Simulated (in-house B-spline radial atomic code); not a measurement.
**Ce²³⁺: excited configurations in jj coupling**

Wanted: excitation energies of Ce²³⁺ as differences of total energies (ΔSCF).

Program: in-house B-spline radial atomic code version 1. Level of theory: Dirac-Hartree-Fock, average of configuration, Fermi nucleus, basis-set limit. These are calculated values, not measurements, unless marked.

## (1) The system

```
element       : cerium (Z = 58)
charge        : +23
electrons     : 35
configuration : 1s2 2s2 2p6 3s2 3p6 3d10 4s2 4p-2 4p+3
Hamiltonian   : Dirac-Coulomb
nucleus       : Fermi, rms radius 4.877 fm
```

In configurations, a minus sign after the shell means j = l − 1/2 and a plus sign j = l + 1/2; the count of electrons follows.

Settings of the run:

```ini
Z = 58
electrons = 35.0
configuration = 1s2 2s2 2p6 3s2 3p6 3d10 4s2 4p-2 4p+3
hamiltonian = dirac
method = hf
spin_polarised = False
nucleus = fermi
rms_radius = 4.8771
mass_number = 140
atomic_mass = 139.905448433
speed_of_light = 137.035999084
```

The reference is known from an earlier run: -8627.252206 hartree in all. Up to eight levels, counted from the top:

| orbital | occupation | energy (eV) | <r> (bohr) |
| --- | --- | --- | --- |
| 3s1/2 | 2 | -2118.87 | 0.2744 |
| 3p1/2 | 2 | -1956.34 | 0.2642 |
| 3p3/2 | 4 | -1863.26 | 0.2760 |
| 3d3/2 | 4 | -1584.04 | 0.2470 |
| 3d5/2 | 6 | -1564.12 | 0.2506 |
| 4s1/2 | 2 | -879.36 | 0.5861 |
| 4p1/2 | 2 | -811.02 | 0.5925 |
| 4p3/2 | 3 | -786.91 | 0.6100 |

## (2) Run with 1s2 2s2 2p6 3s2 3p-2 3p+3 3d10 4s2 4p6

Settings of the run:

```ini
Z = 58
electrons = 35.0
configuration = 1s2 2s2 2p6 3s2 3p-2 3p+3 3d10 4s2 4p6
hamiltonian = dirac
method = hf
spin_polarised = False
nucleus = fermi
rms_radius = 4.8771
mass_number = 140
atomic_mass = 139.905448433
speed_of_light = 137.035999084
```

## (3) Configuration 1s2 2s2 2p6 3s2 3p-2 3p+3 3d10 4s2 4p-2 4p+3 8s1

The settings differ from step 2 so:

```diff
@@ -2,3 +2,3 @@
 electrons = 35.0
-configuration = 1s2 2s2 2p6 3s2 3p-2 3p+3 3d10 4s2 4p6
+configuration = 1s2 2s2 2p6 3s2 3p-2 3p+3 3d10 4s2 4p-2 4p+3 8s1
 hamiltonian = dirac
```

## (4) 1s2 2s2 2p6 3s2 3p6 3d10 4s1 4p-1 4p+4 6d-1

The settings differ from step 3 so:

```diff
@@ -2,3 +2,3 @@
 electrons = 35.0
-configuration = 1s2 2s2 2p6 3s2 3p-2 3p+3 3d10 4s2 4p-2 4p+3 8s1
+configuration = 1s2 2s2 2p6 3s2 3p6 3d10 4s1 4p-1 4p+4 6d-1
 hamiltonian = dirac
```

## (5) Configuration 1s2 2s2 2p6 3s2 3p6 3d10 4s2 4p-1 4p+3 7f-1

The settings differ from step 4 so:

```diff
@@ -2,3 +2,3 @@
 electrons = 35.0
-configuration = 1s2 2s2 2p6 3s2 3p6 3d10 4s1 4p-1 4p+4 6d-1
+configuration = 1s2 2s2 2p6 3s2 3p6 3d10 4s2 4p-1 4p+3 7f-1
 hamiltonian = dirac
```

## (6) Configuration 1s2 2s2 2p6 3s2 3p6 3d10 4s1 4p-1 4p+4 8f+1

The settings differ from step 5 so:

```diff
@@ -2,3 +2,3 @@
 electrons = 35.0
-configuration = 1s2 2s2 2p6 3s2 3p6 3d10 4s2 4p-1 4p+3 7f-1
+configuration = 1s2 2s2 2p6 3s2 3p6 3d10 4s1 4p-1 4p+4 8f+1
 hamiltonian = dirac
```

## (7) Configuration 1s2 2s2 2p6 3s2 3p6 3d10 4s2 4p-1 4p+4

The settings differ from step 6 so:

```diff
@@ -2,3 +2,3 @@
 electrons = 35.0
-configuration = 1s2 2s2 2p6 3s2 3p6 3d10 4s1 4p-1 4p+4 8f+1
+configuration = 1s2 2s2 2p6 3s2 3p6 3d10 4s2 4p-1 4p+4
 hamiltonian = dirac
```

How far above the reference does each configuration lie (order and size, in eV)?

**Answer**, as computed:

| net move | configuration | energy above the reference (eV) | with Breit, QED, recoil (eV) | largest <r> (bohr) |
| --- | --- | --- | --- | --- |
| 4p1/2 → 4p3/2 | 1s2 2s2 2p6 3s2 3p6 3d10 4s2 4p-1 4p+4 | 24.246 | 23.971 | 0.610 |
| 4p1/2 → 7f5/2 | 1s2 2s2 2p6 3s2 3p6 3d10 4s2 4p-1 4p+3 7f-1 | 638.47 | 637.70 | 2.60 |
| 4p1/2, 4s → 4p3/2, 6d3/2 | 1s2 2s2 2p6 3s2 3p6 3d10 4s1 4p-1 4p+4 6d-1 | 640.55 | 639.42 | 1.75 |
| 4p1/2, 4s → 4p3/2, 8f7/2 | 1s2 2s2 2p6 3s2 3p6 3d10 4s1 4p-1 4p+4 8f+1 | 773.14 | 771.95 | 3.50 |
| 3p3/2 → 4p3/2 | 1s2 2s2 2p6 3s2 3p-2 3p+3 3d10 4s2 4p6 | 1063.50 | 1062.06 | 0.604 |
| 3p3/2 → 8s | 1s2 2s2 2p6 3s2 3p-2 3p+3 3d10 4s2 4p-2 4p+3 8s1 | 1698.27 | 1696.38 | 3.12 |

The lowest of them is 4p1/2 → 4p3/2 at 24.246 eV and the highest 3p3/2 → 8s at 1698.27 eV. Koopmans' estimate of the ionisation threshold is 786.91 eV; 2 configurations exceed it by over 2 % and could autoionise. Two partly filled shells share a symmetry and can mix in the average, which may lower the energy, for: 3p3/2 → 8s. These are averages over configurations, without correlation, not spectroscopic levels.
